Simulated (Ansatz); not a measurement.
**AlGaHF (quintet): wave-function methods side by side, cc-pVDZ**

The task here is to estimate one member of a computed series from the others.

Computed with Ansatz 0.2.0, Gaussian basis. Level: cc-pVDZ, core rule «outside noble gas», up to 20 orbitals frozen.

The runs, in order: UHF; CCSD(T) on ROHF; CCSD(T) on UHF; BCCD(T) on ROHF; CCSDT(Q) on ROHF; CCSDT(Q) on UHF.

27 further runs of the same task are left out: 17 that didn't finish, 10 set aside as unsound or not needed.

## The system

The geometry is a PBE0/def2-TZVP stationary point (not a proven minimum) of the parent state, kept for this charge and spin. No spin-orbit coupling is included. The filled d shell of Ga may be among the frozen orbitals whatever the setting's name suggests; the logs give the count.

4 atoms, charge 0, spin multiplicity 5.

Atoms are counted from 1 here; the program's logs count them from 0.

Bond lengths: Al1–Ga2 2.489 Å, Ga2–F3 1.768 Å, Ga2–H4 1.568 Å. Angles: Al1–Ga2–F3 112.3°, Al1–Ga2–H4 130.1°, F3–Ga2–H4 117.6°.

Set-up of the first run:

The input, in.yaml:

```yaml
crystal:
  periodic: [false, false, false]
  atoms:
    - {symbol: Al, position_ang: [0.000000, -0.281835, 2.028359]}
    - {symbol: Ga, position_ang: [0.000000, 0.366101, -0.374949]}
    - {symbol: F, position_ang: [0.000000, -1.038096, -1.449566]}
    - {symbol: H, position_ang: [0.000000, 1.786664, -1.038005]}
basis:
  gaussian: {orbitals: cc-pVDZ}
magnetization: {spin_polarized: true, initial_magnetization: 4}
hamiltonian: {xc: hf}
output: {orbitals: {seedname: orbitals}}
```

Command:

```console
> ansatz run in.yaml --threads 1 --pin off --events-out ev --progress --plain --max-ram 2393MiB
```

Among the steps run: UHF; CCSD(T) on ROHF; CCSD(T) on UHF; BCCD(T) on ROHF; CCSDT(Q) on ROHF; CCSDT(Q) on UHF.

One table of the session follows, with a row left open; its other results are not shown here.

| method | from UCCSDT(Q) (kJ/mol) |
| --- | --- |
| ROHF | +754.4 |
| UHF | +749.8 |
| RMP2 | +70.1 |
| UMP2 | +68.2 |
| RCCSD | +21.1 |
| UCCSD | +20.5 |
| RCCSD(T) | +5.3 |
| UCCSD(T) | +4.8 |
| BCCD(T) | +4.6 |
| RCCSDT | +2.4 |
| UCCSDT | ? |
| RCCSDT(Q) | +1.0 |
| UCCSDT(Q) | 0 |

Q: Estimate the row for UCCSDT from the others.

As computed: from UCCSDT(Q) (kJ/mol): +1.9. In the column «from UCCSDT(Q) (kJ/mol)» it lies between RCCSDT(Q) (+1.0) and RCCSDT (+2.4).

Caveats from the session: Restricted and unrestricted rows rest on different reference determinants; where their highest levels disagree by more than a few hundredths of an eV, they describe different states and don't form one ladder.
